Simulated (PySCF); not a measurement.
# CeH10O5 (Ce(H2O)53+): the cost of one run

Program: PySCF 2.14.0. Level of theory: PBE0, Ce def2-SVP with ECP28, O def2-SVP, H def2-SVP; scalar-relativistic core potentials, no spin–orbit coupling. These are calculated values, not measurements.

3 further runs of the same task are left out: 1 for a known fault of the program, 2 that didn't finish. Runs told in other sessions of the task aren't counted.

## Step 1: Starting geometry

16 atoms, charge 3, spin multiplicity 2.

Bond lengths: Ce1–O2 2.417 Å, Ce1–O5 2.417 Å, Ce1–O8 2.397 Å, Ce1–O11 2.418 Å, Ce1–O14 2.418 Å, O2–H3 0.978 Å, O2–H4 0.978 Å, O5–H6 0.978 Å, O5–H7 0.978 Å, O8–H9 0.980 Å, O8–H10 0.980 Å, O11–H12 0.979 Å, O11–H13 0.979 Å, O14–H15 0.979 Å, O14–H16 0.979 Å. Angles: O2–Ce1–O5 152.7°, O2–Ce1–O8 103.7°, O2–Ce1–O11 85.0°, O2–Ce1–O14 85.0°, O5–Ce1–O8 103.7°, O5–Ce1–O11 85.0°, O5–Ce1–O14 85.0°, O8–Ce1–O11 111.7°, O8–Ce1–O14 111.7°, O11–Ce1–O14 136.5°, Ce1–O2–H3 128.2°, Ce1–O2–H4 128.2°, H3–O2–H4 103.7°, Ce1–O5–H6 128.2°, Ce1–O5–H7 128.2°, H6–O5–H7 103.7°, Ce1–O8–H9 128.4°, Ce1–O8–H10 128.4° and more.

Geometry (Å):

```
Ce    0.1144    0.0000    0.0000
O    -0.4570    0.0000    2.3490
H    -0.5833    0.7688    2.9400
H    -0.5833   -0.7688    2.9400
O    -0.4570    0.0000   -2.3490
H    -0.5833   -0.7688   -2.9400
H    -0.5833    0.7688   -2.9400
O     2.5112   -0.0001    0.0000
H     3.1194   -0.7683    0.0000
H     3.1194    0.7681    0.0000
O    -0.7811    2.2461    0.0000
H    -0.3034    3.1009    0.0000
H    -1.7238    2.5112    0.0000
O    -0.7813   -2.2460    0.0000
H    -1.7240   -2.5111    0.0000
H    -0.3036   -3.1009    0.0000
```

Formal oxidation states: Ce +3. An earlier session relaxed this geometry at PBE0, Ce def2-SVP with ECP28, O def2-SVP, H def2-SVP (doublet, point group C2v).

Its energy there is -855.579764 Eh.

## Step 2: One electron removed, multiplicity 1

run.py (the lines that set the calculation)

```python
mol = gto.M(atom='''
Ce     0.11440     0.00000     0.00000
O     -0.45704     0.00002     2.34898
H     -0.58327     0.76880     2.94004
H     -0.58333    -0.76876     2.94004
O     -0.45704     0.00002    -2.34898
H     -0.58333    -0.76876    -2.94004
H     -0.58327     0.76880    -2.94004
O      2.51124    -0.00010     0.00000
H      3.11936    -0.76830     0.00000
H      3.11942     0.76805     0.00000
O     -0.78109     2.24606     0.00000
H     -0.30338     3.10094     0.00000
H     -1.72378     2.51125     0.00000
O     -0.78127    -2.24600     0.00000
H     -1.72398    -2.51111     0.00000
H     -0.30362    -3.10092     0.00000''',
    basis={'Ce': 'def2-SVP', 'O': 'def2-SVP', 'H': 'def2-SVP'},
    ecp={'Ce': 'def2-SVP'},
    charge=4, spin=0)
mf = dft.RKS(mol, xc='PBE0')
mf.grids.atom_grid = (50, 194)  # f atoms: unpruned, at least (60, 302)
mf = mf.density_fit()  # fitting sets: Ce def2-universal-JKFIT, O def2-universal-JKFIT, H def2-universal-JKFIT
mf.conv_tol = 1e-08; mf.max_cycle = 55
mf.kernel(dm0)  # dm0: the density of the relaxed state
```

Run with:

```console
$ OMP_NUM_THREADS=4 python run.py
```

**Question.** How long does this run take on 4 threads of Arm Neoverse V1, shared host?

About 11 s.
